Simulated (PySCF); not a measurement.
# CH3F3GeS: NMR shifts at several levels of theory, part 2 of 2

PySCF 2.14.0. Atoms count from 0. Earlier steps stand in the parts before.

## 10. NMR shieldings: PBE0/STO-3G

The job: settings as JSON, then the geometry in Å.

```
{"job": {"kind": "nmr", "xc": "PBE0", "basis": "STO-3G", "pop": true}, "charge": 0, "multiplicity": 1}
F     -0.835065    -1.379318    -1.009779
C     -1.090756    -0.500019    -0.029800
F     -1.291161    -1.194666     1.090910
F     -2.241250     0.117102    -0.334496
Ge     0.398068     0.821248     0.153565
S      2.277099    -0.286486     0.526721
H      0.446067     1.630680    -1.149779
H      0.139215     1.689311     1.387782
H      2.255550    -0.914065    -0.669566
```

With the program's defaults for keys left out, this is: GIAO PBE0/STO-3G NMR shielding, non-relativistic, gas phase.

Output:

```text
coarse grid: 42232 points
cycle   1  E = -2780.6526349516  dE = -1.752e+00  |g| = 7.618e-01  |ddm| = 3.850e+00
cycle   2  E = -2780.6882534362  dE = -3.562e-02  |g| = 7.373e-01  |ddm| = 2.114e+00
cycle   3  E = -2780.8523195219  dE = -1.641e-01  |g| = 3.519e-02  |ddm| = 1.029e+00
cycle   4  E = -2780.8527761881  dE = -4.567e-04  |g| = 1.023e-02  |ddm| = 7.996e-02
cycle   5  E = -2780.8528174253  dE = -4.124e-05  |g| = 1.735e-03  |ddm| = 2.145e-02
cycle   6  E = -2780.8528186349  dE = -1.210e-06  |g| = 3.694e-04  |ddm| = 4.066e-03
final grid: 86920 points
cycle   7  E = -2780.8528073771  dE = -2.777e-08  |g| = 3.350e-04  |ddm| = 1.528e-03
cycle   8  E = -2780.8528073875  dE = -1.040e-08  |g| = 3.076e-04  |ddm| = 1.263e-03
cycle   9  E = -2780.8528074268  dE = -3.928e-08  |g| = 2.048e-05  |ddm| = 5.836e-04
cycle  10  E = -2780.8528074269  dE = -1.410e-10  |g| = 2.017e-06  |ddm| = 3.206e-05
converged SCF energy = -2780.8528074269

GIAO shielding tensors (ppm)
atom      isotropic    diamagn.    paramagn.     s11        s22        s33       span
  0 F      383.194     455.788     -72.593    327.227    408.564    413.792     86.565
  1 C      134.163     255.777    -121.614    119.068    141.300    142.121     23.054
  2 F      383.459     454.615     -71.156    323.890    411.086    415.402     91.512
  3 F      380.953     454.366     -73.413    324.692    408.201    409.965     85.273
  4 Ge    2133.424    2732.688    -599.264   2054.917   2130.401   2214.956    160.039
  5 S      951.240    1043.070     -91.830    762.662    942.701   1148.358    385.696
  6 H       30.534      31.458      -0.923     24.077     25.981     41.544     17.467
  7 H       30.336      31.009      -0.672     23.837     25.516     41.656     17.819
  8 H       34.627      32.105       2.521     25.420     32.938     45.523     20.103
```

Run time: 4.2 s. Hardware: 1 thread of Arm Neoverse V1, shared host; peak memory 0.37 GiB.

In short: δ C1 100.5, F0 -78.1, Ge4 -81, S5 -326, H6 2.17, H8 -2.02 ppm (means over like atoms).

## 11. Shielding tensors: PBE0/6-31G

The job, as its differences from that of step 10:

```diff
@@ -1,2 +1,2 @@
-{"job": {"kind": "nmr", "xc": "PBE0", "basis": "STO-3G", "pop": true}, "charge": 0, "multiplicity": 1}
+{"job": {"kind": "nmr", "xc": "PBE0", "basis": "6-31G", "pop": true}, "charge": 0, "multiplicity": 1}
 F     -0.835065    -1.379318    -1.009779
```

With the program's defaults for keys left out, this is: GIAO PBE0/6-31G NMR shielding, non-relativistic, gas phase.

Output:

```text
coarse grid: 42232 points
cycle   1  E = -2813.2562618629  dE =  3.292e-01  |g| = 8.679e-01  |ddm| = 3.029e+00
cycle   2  E = -2813.0711825028  dE =  1.851e-01  |g| = 1.361e+00  |ddm| = 1.898e+00
cycle   3  E = -2813.4248420980  dE = -3.537e-01  |g| = 2.925e-02  |ddm| = 1.093e+00
cycle   4  E = -2813.4250316160  dE = -1.895e-04  |g| = 1.684e-02  |ddm| = 6.547e-02
cycle   5  E = -2813.4250994379  dE = -6.782e-05  |g| = 5.002e-03  |ddm| = 2.270e-02
cycle   6  E = -2813.4251038018  dE = -4.364e-06  |g| = 1.192e-03  |ddm| = 5.032e-03
final grid: 86920 points
cycle   7  E = -2813.4250328359  dE =  1.498e-07  |g| = 1.604e-03  |ddm| = 2.700e-03
cycle   8  E = -2813.4250323647  dE =  4.712e-07  |g| = 2.335e-03  |ddm| = 3.174e-03
cycle   9  E = -2813.4250333104  dE = -9.457e-07  |g| = 1.353e-04  |ddm| = 1.774e-03
cycle  10  E = -2813.4250333144  dE = -4.025e-09  |g| = 1.282e-05  |ddm| = 1.602e-04
cycle  11  E = -2813.4250333145  dE = -4.002e-11  |g| = 3.108e-06  |ddm| = 1.634e-05
converged SCF energy = -2813.4250333145

GIAO shielding tensors (ppm)
atom      isotropic    diamagn.    paramagn.     s11        s22        s33       span
  0 F      253.317     474.450    -221.133    162.078    256.728    341.145    179.067
  1 C       65.269     245.546    -180.277     61.702     63.009     71.096      9.394
  2 F      252.603     473.395    -220.792    164.772    255.581    337.455    172.683
  3 F      253.159     473.125    -219.965    159.289    258.453    341.735    182.446
  4 Ge    1743.670    2747.549   -1003.880   1656.023   1760.651   1814.335    158.311
  5 S      783.978    1055.511    -271.533    691.879    758.491    901.564    209.685
  6 H       27.520      27.813      -0.293     20.795     23.128     38.637     17.842
  7 H       27.653      27.652       0.001     21.115     22.905     38.940     17.825
  8 H       32.614      30.419       2.195     24.133     30.529     43.180     19.047
```

It took 8.4 s on 1 thread of Arm Neoverse V1, shared host; peak memory 0.5 GiB.

In short: δ C1 134.3, F0 -75.7, Ge4 -48, S5 -243, H6 5.03, H8 0.00 ppm (means over like atoms).

## 12. Comparing the runs: NMR shifts

Shifts (ppm), means over like atoms, with basis size and wall time:

| run | C1 | H6 | H8 | F0 | Ge4 | S5 | functions | time |
| --- | --- | --- | --- | --- | --- | --- | --- | --- |
| PBE0/pcSseg-2 | 139.7 | 4.95 | 0.51 | -69.7 | -112 | -247 | 292 | 42 s |
| mPW1PW91/pcSseg-2 | 139.9 | 4.95 | 0.50 | -69.3 | -111 | -245 | 292 | 43 s |
| WP04/pcSseg-2 | 145.5 | 4.56 | 0.25 | -71.6 | -100 | -206 | 292 | 43 s |
| B97-2/pcSseg-2 | 138.3 | 4.91 | 0.48 | -70.7 | -112 | -235 | 292 | 42 s |
| BHandHLYP/pcSseg-2 | 134.5 | 4.81 | 0.50 | -60.7 | -107 | -247 | 292 | 43 s |
| CAM-B3LYP/pcSseg-2 | 141.7 | 4.93 | 0.49 | -62.0 | -111 | -239 | 292 | 61 s |
| wB97X-D/pcSseg-2 | 139.5 | 4.88 | 0.47 | -64.5 | -110 | -248 | 292 | 59 s |
| LC-wPBE/pcSseg-2 | 142.3 | 4.83 | 0.56 | -50.4 | -105 | -265 | 292 | 69 s |
| PBE0/STO-3G | 100.5 | 2.17 | -2.02 | -78.1 | -81 | -326 | 50 | 4.2 s |
| PBE0/6-31G | 134.3 | 5.03 | 0.00 | -75.7 | -48 | -243 | 82 | 8.4 s |

## 13. Outcome

This closing draws on all 2 parts.

| quantity | value |
| --- | --- |
| ¹³C shifts against TMS (PBE0/pcSseg-2) | 139.7 ppm |
| ¹H shifts against TMS (PBE0/pcSseg-2, means over atoms taken as alike) | 4.95, 0.51 ppm |
| ¹⁹F shifts against CFCl3 (PBE0/pcSseg-2, means over atoms taken as alike) | -69.7 ppm |
| ⁷³Ge shifts against GeMe4 (PBE0/pcSseg-2) | -112 ppm |
| ³³S shifts against CS2 (PBE0/pcSseg-2) | -247 ppm |
| range of the shift of S5 | -326 to -206 ppm |
| property runs in this session | 10, of which 0 failed and 1 gave unsound results |

In words: Single values in the summary come from the first run of each kind that ended normally (PBE0/pcSseg-2), which need not be the best level. At PBE0/pcSseg-2: The widest tensor belongs to S5: span 244 ppm, with a paramagnetic part of -306 ppm. In ppm, S5 moves most: its shift spreads over 121 ppm, from -326 (PBE0/STO-3G) to -206 (WP04/pcSseg-2). A minimal basis is unusable for shieldings, so that end is no result. Spin-orbit coupling is left out, which matters for shieldings and couplings at and beside the heavy atoms.
